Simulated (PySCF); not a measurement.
# CBr: the SCF solver's settings

The same problem is solved with other solver options, one edit a run.

The runs use PySCF 2.14.0; each script names its method and basis.

2 further runs of the same task are left out: 2 that didn't finish.

### Step 1. The system as given

CBr: 2 atoms, charge 0, spin multiplicity 2.

Bond lengths: C1–Br2 2.099 Å.

### Step 2. Base script

Input file input.py:

```python
from pyscf import gto, scf, mp

mol = gto.M(
    atom='C 0 0 0; Br 0 0 2.099',
    basis='jorge-dzp',
    charge=0,
    spin=1,
    verbose=4,
)
mf = scf.UHF(mol)
mf.kernel()
mp.MP2(mf, frozen=10).kernel()
mf.dip_moment()
print('orbital energies (hartree):', [e[max(0, n-3):n+3].round(4) for e, n in zip(mf.mo_energy, mol.nelec)])
```

Command:

```bash
> python input.py
```

Its log is not repeated here.

In short: E(SCF) = -2610.038122 Eh, 15 cycles, E(MP2) − E(SCF) = -0.43101 Eh, ⟨S²⟩ = 0.771, μ = 0.96 D (of the SCF density).

The bond length is a typed value, not an optimised one.

### Step 3. Initial guess 1e

Variant 1 changes initial guess: minao → 1e.

Input file input.py:

```python
from pyscf import gto, scf, mp

mol = gto.M(
    atom='C 0 0 0; Br 0 0 2.099',
    basis='jorge-dzp',
    charge=0,
    spin=1,
    verbose=4,
)
mf = scf.UHF(mol)
mf.init_guess = '1e'
mf.kernel()
mp.MP2(mf, frozen=10).kernel()
mf.dip_moment()
print('orbital energies (hartree):', [e[max(0, n-3):n+3].round(4) for e, n in zip(mf.mo_energy, mol.nelec)])
```

Command:

```bash
> python input.py
```

### Step 4. Level shift 0.1 hartree

Variant 2 changes level shift: none → 0.1 hartree.

Edit input.py of step 2 so:

```diff
@@ -10,2 +10,3 @@
 mf = scf.UHF(mol)
+mf.level_shift = 0.1
 mf.kernel()
```

### Step 5. Damping 0.2

Variant 3 changes damping: none → 0.2.

Edit input.py of step 2 so:

```diff
@@ -10,2 +10,4 @@
 mf = scf.UHF(mol)
+mf.damp = 0.2
+mf.diis_start_cycle = 8
 mf.kernel()
```

### Step 6. Level shift -0.2 hartree

Variant 4 changes level shift: none → -0.2 hartree.

Edit input.py of step 2 so:

```diff
@@ -10,2 +10,3 @@
 mf = scf.UHF(mol)
+mf.level_shift = -0.2
 mf.kernel()
```

What does the calculation give? Wanted: for each run, E(SCF); from base; gap, α spin; SCF dipole; after the SCF.

The runs gave:

| run | E(SCF) (hartree) | from base (eV) | cycles | gap, α spin (eV) | SCF dipole (D) | after the SCF |
| --- | --- | --- | --- | --- | --- | --- |
| base | -2610.038122 | 0 | 15 | 10.99 | 0.96 | MP2 correlation -11.728 eV, core frozen |
| initial guess 1e | -2609.906603 | +3.5788 | 21 | 7.18 | 2.36 | MP2 correlation -11.788 eV, core frozen |
| level shift 0.1 hartree | -2610.038122 | 0.0000 | 16 | 10.99 | 0.96 | MP2 correlation -11.728 eV, core frozen |
| damping 0.2 | -2610.038122 | 0.0000 | 17 | 10.99 | 0.96 | MP2 correlation -11.728 eV, core frozen |
| level shift -0.2 hartree | -2610.038122 | 0.0000 | 43 | 10.99 | 0.96 | MP2 correlation -11.728 eV, core frozen |

Distance from each run's final energy (log10 hartree) by cycle:

| run | cycle 1 | cycle 2 | cycle 3 | cycle 5 | cycle 8 | cycle 12 |
| --- | --- | --- | --- | --- | --- | --- |
| base | -1.0 | -1.5 | -2.2 | -3.3 | -4.3 | -7.8 |
| initial guess 1e | 2.6 | 2.2 | 1.9 | 0.3 | -1.4 | -3.7 |
| level shift 0.1 hartree | -1.0 | -1.8 | -2.5 | -3.3 | -4.2 | -6.0 |
| damping 0.2 | -1.0 | -1.8 | -2.4 | -3.2 | -3.9 | -5.0 |
| level shift -0.2 hartree | -1.0 | -0.7 | -1.0 | -1.9 | -3.0 | -3.9 |

In words: No change of the SCF energy comes from level shift 0.1 hartree or damping 0.2 or level shift -0.2 hartree. With initial guess 1e the SCF ends in another solution, 3.58 eV higher: the path to self-consistency decides the state here. The base needs 15 cycles and the run with level shift -0.2 hartree needs 43.
